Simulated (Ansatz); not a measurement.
# CdFHS: a ladder of functionals and wavefunction methods

The task here is to estimate one member of a computed series from the others.

The runs use Ansatz 0.2.0, Gaussian basis; functionals in def2-TZVPP, the program's frozen cores in correlated methods.

The runs, in order: LDA (SPW92), PBE-D4, revPBE-D4, BLYP-D4, r2SCAN-D4, B97M-V, PBE0-D4, B3LYP-D4, r2SCANh-D4, r2SCAN0-D4, HSE06-D4, BHLYP-D4, CAM-B3LYP-D4, LC-ωPBE, ωB97X-V, ωB97M-V, B2PLYP, PBE-QIDH; CCSD(T)/def2-SVP; CCSD(T)/def2-TZVPP; MP2/def2-QZVPP; extrapolation to the limit; RPA on PBE.

1 further run of the same task is left out (for a known fault of the program).

### The geometry

All runs share one geometry, relaxed beforehand with PBE0-D4 in a triple-zeta def2 set. Cd takes the def2 core potential; no spin-orbit term is included.

SMILES `[F][Cd][SH]`, 4 atoms, charge 0, spin multiplicity 1.

Atoms are counted from 1 here; the program's logs count them from 0.

Bond lengths: F1–Cd2 1.939 Å, Cd2–S3 2.311 Å, S3–H4 1.344 Å. Angles: F1–Cd2–S3 179.2°, Cd2–S3–H4 93.2°.

Geometry (Å):

```xyz
4
charge 0, multiplicity 1
F    -0.3299    0.1428    2.6200
Cd   -0.2891    0.1260    0.6819
S    -0.2707    0.1203   -1.6286
H     0.9453   -0.4493   -1.6935
```

The first run:

in.yaml reads:

```yaml
crystal:
  periodic: [false, false, false]
  atoms:
    - {symbol: F, position_ang: [-0.329904, 0.142753, 2.620005]}
    - {symbol: Cd, position_ang: [-0.289135, 0.126034, 0.681862]}
    - {symbol: S, position_ang: [-0.270750, 0.120262, -1.628645]}
    - {symbol: H, position_ang: [0.945290, -0.449348, -1.693522]}
basis:
  gaussian: {orbitals: def2-TZVPP}
hamiltonian: {xc: lda}
output: {orbitals: {seedname: orbitals}}
```

The run is started by

```bash
ansatz run in.yaml --threads 4 --pin off --events-out ev --progress --plain --max-ram 10444MiB
```

Steps of the session up to this table: LDA; PBE-D4 (GGA); revPBE-D4 (GGA); BLYP-D4 (GGA); r2SCAN-D4 (meta-GGA); B97M-V (meta-GGA); PBE0-D4 (hybrid); B3LYP-D4 (hybrid); r2SCANh-D4 (hybrid); r2SCAN0-D4 (hybrid); HSE06-D4 (hybrid); BHLYP-D4 (hybrid); CAM-B3LYP-D4 (range-separated); LC-ωPBE (range-separated); ωB97X-V (range-separated); ωB97M-V (range-separated); B2PLYP (double hybrid); PBE-QIDH (double hybrid).

One of the session's tables, all rows but one given; the rest of the session is left out.

It belongs to the step «Orbital energies across the functionals». 

| functional | HOMO (eV) | LUMO (eV) | gap (eV) |
| --- | --- | --- | --- |
| LDA (SPW92) | -6.65 | -3.00 | 3.65 |
| PBE-D4 | -6.45 | -2.70 | 3.75 |
| revPBE-D4 | -6.37 | -2.58 | 3.79 |
| BLYP-D4 | -6.30 | -2.69 | 3.61 |
| r2SCAN-D4 | -6.71 | -2.46 | 4.25 |
| B97M-V | -6.74 | -2.57 | 4.16 |
| PBE0-D4 | -7.66 | -1.82 | 5.84 |
| B3LYP-D4 | -7.43 | -2.16 | 5.27 |
| r2SCANh-D4 | ? | ? | ? |
| r2SCAN0-D4 | -7.84 | -1.67 | 6.16 |
| HSE06-D4 | -7.26 | -2.19 | 5.07 |
| BHLYP-D4 | -8.73 | -1.06 | 7.66 |
| CAM-B3LYP-D4 | -8.99 | -0.95 | 8.04 |
| LC-ωPBE | -10.34 | 0.35 | 10.70 |
| ωB97X-V | -9.98 | 0.18 | 10.16 |
| ωB97M-V | -9.83 | -0.05 | 9.78 |

Estimate the missing values for r2SCANh-D4.

Worked estimate for «HOMO (eV)». Against the share of exact exchange, r2SCAN-D4 (0, -6.71), r2SCAN0-D4 (0.25, -7.84) give a slope of -4.52 per unit share; at 0.1 the line stands at -7.16.

**Answer.** HOMO (eV): -7.16; LUMO (eV): -2.14; gap (eV): 5.02. In «HOMO (eV)» the line misses by 0.00.
